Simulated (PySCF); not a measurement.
**Ge2H2ClOF (SMILES [F][GeH]1[O][GeH]1[Cl]) at 5 levels**

We compute a comparison of 5 runs (HF/STO-3G, HF/def2-SVP, B3LYP/6-31G*, r2SCAN/aug-cc-pVDZ) of Ge2H2ClOF. The job is set up through a Python script.

The results are computed with PySCF 2.14.0.

## 1. The structure to begin with

Ge2H2ClOF: 7 atoms, total charge 0, spin state singlet. As SMILES, `[F][GeH]1[O][GeH]1[Cl]`. Geometry: relaxed at PBE0-D4/def2-TZVP.

Bond lengths: F1–Ge2 1.730 Å, Ge2–O3 1.813 Å, Ge2–Ge4 2.314 Å, O3–Ge4 1.824 Å, Ge4–Cl5 2.135 Å, Ge2–H6 1.532 Å, Ge4–H7 1.532 Å. Some angles: F1–Ge2–O3 111.0°, F1–Ge2–Ge4 118.5°, O3–Ge2–Ge4 50.7°, Ge2–O3–Ge4 79.0°, Ge2–Ge4–O3 50.3°, Ge2–Ge4–Cl5 120.4°, O3–Ge4–Cl5 112.6°, F1–Ge2–H6 105.9°, O3–Ge2–H6 116.2°, Ge4–Ge2–H6 135.5°.

## 2. Energy and gradient at HF/STO-3G (run 1)

File calc.py:

```python
from pyscf import gto, scf

mol = gto.Mole()
mol.atom = [
    ('F', (-2.314000, -0.078500, 0.729400)),
    ('Ge', (-0.614000, 0.047600, 1.021500)),
    ('O', (0.299700, -1.220400, 0.102800)),
    ('Ge', (0.803600, 0.286900, -0.792300)),
    ('Cl', (0.015300, 0.365600, -2.774700)),
    ('H', (-0.447500, 0.032000, 2.543900)),
    ('H', (2.318300, 0.498900, -0.876300)),
]
mol.max_memory = 1860
mol.basis = 'sto-3g'
mol.spin = 0
mol.verbose = 4
mol.build()

calc0 = scf.RHF(mol)
calc0.conv_tol = 1e-10
calc0.kernel()
if not calc0.converged:
    calc0 = calc0.newton().run(calc0.mo_coeff, calc0.mo_occ)

e_final = calc0.e_tot
print(f'total energy: {e_final:.8f} hartree')
grad = calc0.nuc_grad_method().kernel()
dip = calc0.dip_moment()
pop, q = calc0.mulliken_pop()
```

On the command line:

```console
OMP_NUM_THREADS=1 python calc.py
```

Log:

```text
PySCF version 2.14.0

[... 63 lines left out ...]
converged SCF energy = -4731.1879995946
total energy: -4731.18799959 hartree
[... 13 lines left out ...]
Dipole moment(X, Y, Z, Debye):  1.72867,  2.15642,  3.39955
[... 65 lines left out ...]
charge of    6H =     -0.08670
```

Run time: 6 s. Hardware: 1 thread of Intel Xeon at 2.70GHz, shared host; peak memory 0.13 GiB.

## 3. Energy and gradient at HF/def2-SVP (run 2)

File calc.py:

```python
from pyscf import gto

mol = gto.Mole()
mol.atom = '''
F     -4.372826    -0.148344     1.378366
Ge    -1.160292     0.089951     1.930355
O      0.566351    -2.306222     0.194264
Ge     1.518584     0.542162    -1.497230
Cl     0.028913     0.690884    -5.243423
H     -0.845652     0.060471     4.807274
H      4.380952     0.942784    -1.655967
'''
mol.max_memory = 1860
mol.unit = 'bohr'
mol.verbose = 3
mol.basis = 'def2-svp'
mol.build()

hf = mol.RHF()
hf.conv_tol = 1e-10
hf.kernel()
if not hf.converged:
    hf = hf.newton().run(hf.mo_coeff, hf.mo_occ)

e_tot = hf.e_tot
print('E = %.10f Eh' % e_tot)
grad = hf.nuc_grad_method().kernel()
dip = hf.dip_moment()
pop, q = hf.mulliken_pop()
```

On the command line:

```console
OMP_NUM_THREADS=1 python calc.py
```

Log:

```text
converged SCF energy = -4784.94177960646
[... 11 lines left out ...]
Dipole moment(X, Y, Z, Debye):  2.61905,  2.72374,  1.97159
[... 128 lines left out ...]
charge of    6H =     -0.07867
```

Run time: 33 s. Hardware: 1 thread of Intel Xeon at 2.70GHz, shared host; peak memory 0.32 GiB.

Runs 3 to 4 aren't shown in full; the table further down has their settings and results.

## 4. Energy and forces at r2SCAN/aug-cc-pVDZ (run 5)

File job.py:

```python
from pyscf import gto, dft

system = gto.M(
    atom='''
F     -2.314000    -0.078500     0.729400
Ge    -0.614000     0.047600     1.021500
O      0.299700    -1.220400     0.102800
Ge     0.803600     0.286900    -0.792300
Cl     0.015300     0.365600    -2.774700
H     -0.447500     0.032000     2.543900
H      2.318300     0.498900    -0.876300
''',
    max_memory=1860,
    basis='aug-cc-pvdz',
    spin=0,
    verbose=3,
)

calc0 = dft.RKS(system)
calc0.xc = 'r2scan'
calc0.grids.level = 5
calc0.conv_tol = 1e-10
calc0.kernel()
if not calc0.converged:
    calc0 = calc0.newton().run(calc0.mo_coeff, calc0.mo_occ)

etot = calc0.e_tot
print('Final energy', etot)
grad = calc0.nuc_grad_method().kernel()
dip = calc0.dip_moment()
pop, q = calc0.mulliken_pop()
```

On the command line:

```console
OMP_NUM_THREADS=1 python job.py
```

Log:

```text
converged SCF energy = -4790.39667262696
Final energy -4790.396672626959
[... 10 lines left out ...]
Dipole moment(X, Y, Z, Debye):  2.28540,  1.83996,  1.80341
[... 171 lines left out ...]
charge of    6H =      0.17711
```

Run time: 3.4 min. Hardware: 1 thread of Intel Xeon at 2.70GHz, shared host; peak memory 2 GiB.

## 5. The series

```
run                               level  integration grid  Cartesian functions   energy (Eh)  dipole moment (D)  HOMO energy (eV)  LUMO energy (eV)  wall time
  1                           HF/STO-3G                 –                   no  -4731.188000               4.38             -6.85              5.11        6 s
  2                         HF/def2-SVP                 –                   no  -4784.941780               4.26            -10.13              1.27       33 s
  3  B3LYP/6-31G* (spherical functions)                 5                   no  -4790.044474               3.65             -7.17             -2.32    1.7 min
  4  B3LYP/6-31G* (Cartesian functions)                 5                  yes  -4790.061597               3.62             -7.17             -2.32    1.9 min
  5                  r2SCAN/aug-cc-pVDZ                 5                   no  -4790.396673               3.44             -6.69             -2.86    3.4 min
```

## 6. Outcome

| quantity | value |
| --- | --- |
| run 5: total energy | -4790.39667 Eh |
| run 5: dipole moment | 3.44 D |
| run 5: HOMO energy | -6.69 eV |
| run 5: LUMO energy | -2.86 eV |
| run 5: HOMO–LUMO gap | 3.83 eV |
| run 5: largest force on an atom | 0.891 eV/Å |

What this shows: The dipole moment (its size) runs from 3.44 D (r2SCAN/aug-cc-pVDZ) to 4.38 D (HF/STO-3G). The two ends differ in method and basis. The HOMO–LUMO gap runs from 3.83 eV (r2SCAN/aug-cc-pVDZ) to 11.96 eV (HF/STO-3G). Totals of different functionals can't be ranked against each other. In run 1 the basis is minimal, so the values are rough. All runs together took 7.6 min, the longest 3.4 min.
